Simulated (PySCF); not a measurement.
# EuH6O3 (Eu(H2O)32+): the cost of one run

Program: PySCF 2.14.0. Level of theory: r2SCAN, Eu lcecp-0-SVP with ECP53, O def2-SVP, H def2-SVP; scalar-relativistic core potentials, no spin–orbit coupling. These are calculated values, not measurements.

1 further run of the same task is left out (for a known fault of the program). Runs told in other sessions of the task aren't counted.

## (1) Where the work starts

10 atoms, charge 2, spin multiplicity 1.

Bond lengths: Eu1–O2 2.645 Å, Eu1–O5 2.645 Å, Eu1–O8 2.645 Å, O2–H3 0.970 Å, O2–H4 0.970 Å, O5–H6 0.970 Å, O5–H7 0.970 Å, O8–H9 0.970 Å, O8–H10 0.970 Å. Angles: O2–Eu1–O5 120.0°, O2–Eu1–O8 120.0°, O5–Eu1–O8 120.0°, Eu1–O2–H3 127.5°, Eu1–O2–H4 127.5°, H3–O2–H4 105.1°, Eu1–O5–H6 127.5°, Eu1–O5–H7 127.5°, H6–O5–H7 105.1°, Eu1–O8–H9 127.5°, Eu1–O8–H10 127.5°, H9–O8–H10 105.1°.

Geometry (Å):

```
Eu    0.0000    0.0000    0.0000
O     2.6450    0.0000    0.0000
H     3.2350    0.0000    0.7700
H     3.2350    0.0000   -0.7700
O    -1.3225    2.2906    0.0000
H    -1.6175    2.8016    0.7700
H    -1.6175    2.8016   -0.7700
O    -1.3225   -2.2906    0.0000
H    -1.6175   -2.8016    0.7700
H    -1.6175   -2.8016   -0.7700
```

Formal oxidation states: Eu +2. Each metal's 7 4f electrons lie in its core potential, so multiplicities, spins and levels count the valence alone.

## (2) SCF at the start, singlet

Input file run.py (the lines that set the calculation):

```python
mol = gto.M(atom='''
Eu     0.00000     0.00000     0.00000
O      2.64500     0.00000     0.00000
H      3.23500     0.00000     0.77000
H      3.23500     0.00000    -0.77000
O     -1.32250     2.29060     0.00000
H     -1.61750     2.80160     0.77000
H     -1.61750     2.80160    -0.77000
O     -1.32250    -2.29060     0.00000
H     -1.61750    -2.80160     0.77000
H     -1.61750    -2.80160    -0.77000''',
    basis={'Eu': 'lcecp-0-SVP', 'O': 'def2-SVP', 'H': 'def2-SVP'},
    ecp={'Eu': 'lcecp-0-SVP'},
    charge=2, spin=0)
mf = dft.RKS(mol, xc='R2SCAN')
mf.grids.atom_grid = (50, 194)  # f atoms: unpruned, at least (60, 302)
mf = mf.density_fit()  # fitting sets: Eu AutoAux, O def2-universal-JKFIT, H def2-universal-JKFIT
mf.conv_tol = 1e-08; mf.max_cycle = 55
mf.kernel(dm0)  # dm0: free metal ions and neutral atoms
```

On the command line:

```console
OMP_NUM_THREADS=2 python run.py
```

What time and memory should one allow on 2 threads of Arm Neoverse V1, shared host?

About 4.7 s, with a peak of 0.74 GiB.
